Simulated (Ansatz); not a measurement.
# Si2H3F3 (SMILES F[Si](F)(F)[SiH3]) at r2SCAN/cc-pVDZ

Aim: the vertical ionisation energy of Si2H3F3 at r2SCAN/cc-pVDZ, from 2 runs. 

The calculation is run with Ansatz 0.2.0.

48 further runs of the same task are left out: 4 that didn't finish, 44 set aside as unsound or not needed.

## (1) The structure to begin with

The species is Si2H3F3 (8 atoms), meant as a singlet with charge 0. As SMILES, `F[Si](F)(F)[SiH3]`. Geometry: relaxed at PBE0-D4/def2-TZVP.

Bond lengths: F1–Si2 1.582 Å, Si2–F3 1.582 Å, Si2–F4 1.582 Å, Si2–Si5 2.328 Å, Si5–H6 1.484 Å, Si5–H7 1.484 Å, Si5–H8 1.484 Å. Some angles: F1–Si2–F3 107.0°, F1–Si2–F4 107.0°, F1–Si2–Si5 111.9°, F3–Si2–F4 107.0°, F3–Si2–Si5 111.9°, F4–Si2–Si5 111.9°, Si2–Si5–H6 108.7°, Si2–Si5–H7 108.7°, Si2–Si5–H8 108.7°, H6–Si5–H7 110.2°.

## (2) A single-point energy at r2SCAN/cc-pVDZ

The input, run.yaml:

```yaml
crystal:
  periodic: [false, false, false]
  atoms:
    - {symbol: F, position_ang: [1.310500, -1.060500, 1.504800]}
    - {symbol: Si, position_ang: [0.534400, -0.990500, 0.128500]}
    - {symbol: F, position_ang: [-0.479300, -2.204500, 0.107900]}
    - {symbol: F, position_ang: [1.595600, -1.255900, -1.013900]}
    - {symbol: Si, position_ang: [-0.550700, 1.050400, -0.152600]}
    - {symbol: H, position_ang: [-1.525600, 1.227900, 0.951900]}
    - {symbol: H, position_ang: [0.460600, 2.135800, -0.122800]}
    - {symbol: H, position_ang: [-1.253300, 1.040400, -1.459500]}
basis:
  gaussian:
    orbitals: cc-pVDZ
accuracy: high
magnetization:
  spin_polarized: false
output:
  orbitals: {seedname: orbitals}
hamiltonian:
  xc: {name: r2SCAN}
```

On the command line:

```
$ ansatz run run.yaml --threads 1 --pin off --max-ram 3480MiB --events-out events.jsonl --progress --plain --runs-dir runs
```

Output:

```text
Warning: RAYON_NUM_THREADS=1 ignored (pool sized by the plan → 1); use --threads N
Functional definition: r2SCAN
  name "r2SCAN"
  parameter k0 = 0.174
  parameter k1 = 0.065
  parameter a1 = 4.9479
  exchange = r2scan_x(k0 = k0, k1 = k1, a1 = a1)
  correlation = r2scan_c
2061 factors; integrals over basis functions are off by at most 4.6e-9 eV
mean field evaluation 1: about -23951.0965 eV, gradient 4.7e1 eV
mean field evaluation 2: about -23945.1813 eV, gradient 7.9e1 eV
mean field evaluation 4: about -23954.4963 eV, gradient 1.0e0 eV
mean field evaluation 8: about -23954.4981 eV, gradient 1.5e-2 eV
mean field evaluation 16: about -23954.4981 eV, gradient 1.7e-6 eV
mean field -23954.49808750 eV, -880.3115677736 hartree, gradient 7.6e-8 eV, S^2 0.000000; 0 other end points of the search recorded, 0 dependent functions left out
reference -23954.49808834 eV, -880.3115678045 hartree; 29, 29 occupied and 64, 64 virtual orbitals, 2061 factors
Total energy: -23954.49808834 eV, -880.3115678045 hartree
```

Run time: 14 s. Hardware: 1 thread of Arm Neoverse V2, shared host; peak memory 0.31 GiB.

## (3) The doublet cation at the same level

run.yaml: that of step 2 with these lines changed.

```diff
@@ -14,8 +14,9 @@
     orbitals: cc-pVDZ
-accuracy: high
+total_charge: 1
 magnetization:
-  spin_polarized: false
-output:
-  orbitals: {seedname: orbitals}
+  spin_polarized: true
+  initial_magnetization: 1
 hamiltonian:
   xc: {name: r2SCAN}
+accuracy: high
+output: {orbitals: {seedname: orbitals}}
```

On the command line:

```
$ ansatz run run.yaml --threads 1 --pin off --max-ram 3480MiB --events-out events.jsonl --progress --plain --runs-dir runs
```

Output, shortened:

```text
Warning: RAYON_NUM_THREADS=1 ignored (pool sized by the plan → 1); use --threads N
[... 7 set-up lines as earlier in the session ...]
2061 factors; integrals over basis functions are off by at most 4.6e-9 eV
mean field evaluation 1: about -23932.2121 eV, gradient 5.9e1 eV
mean field evaluation 2: about -23871.8634 eV, gradient 1.4e2 eV
mean field evaluation 4: about -23942.9466 eV, gradient 4.9e0 eV
mean field evaluation 8: about -23943.0868 eV, gradient 1.3e-1 eV
mean field evaluation 16: about -23943.0870 eV, gradient 4.8e-4 eV
mean field evaluation 32: about -23940.6194 eV, gradient 1.1e1 eV
mean field -23943.08695542 eV, -879.8922164045 hartree, gradient 6.0e-8 eV, S^2 0.753448; 5 other end points of the search recorded, 0 dependent functions left out
reference -23943.08695780 eV, -879.8922164919 hartree; 29, 28 occupied and 64, 65 virtual orbitals, 2061 factors
Total energy: -23943.08695780 eV, -879.8922164919 hartree
```

Run time: 38 s. Hardware: 1 thread of Arm Neoverse V2, shared host; peak memory 0.48 GiB.

## (4) Outcome

At r2SCAN/cc-pVDZ:

| quantity | value |
| --- | --- |
| singlet Si2H3F3: total energy | -880.31157 Eh |
| singlet Si2H3F3: HOMO energy | -8.30 eV |
| singlet Si2H3F3: LUMO energy | -0.61 eV |
| singlet Si2H3F3: HOMO–LUMO gap | 7.69 eV |
| doublet cation: total energy | -879.89222 Eh |
| doublet cation: HOMO energy (highest over α and β) | -15.56 eV |
| doublet cation: LUMO energy (lowest over α and β) | -14.34 eV |
| doublet cation: ⟨S²⟩ | 0.753 |
| vertical ionisation energy (to the doublet cation) | 11.411 eV |

In words: Removing an electron at fixed nuclei costs 11.41 eV (1101 kJ/mol). −ε(HOMO) before ionisation, 8.30 eV, is 3.11 eV below this ionisation energy.
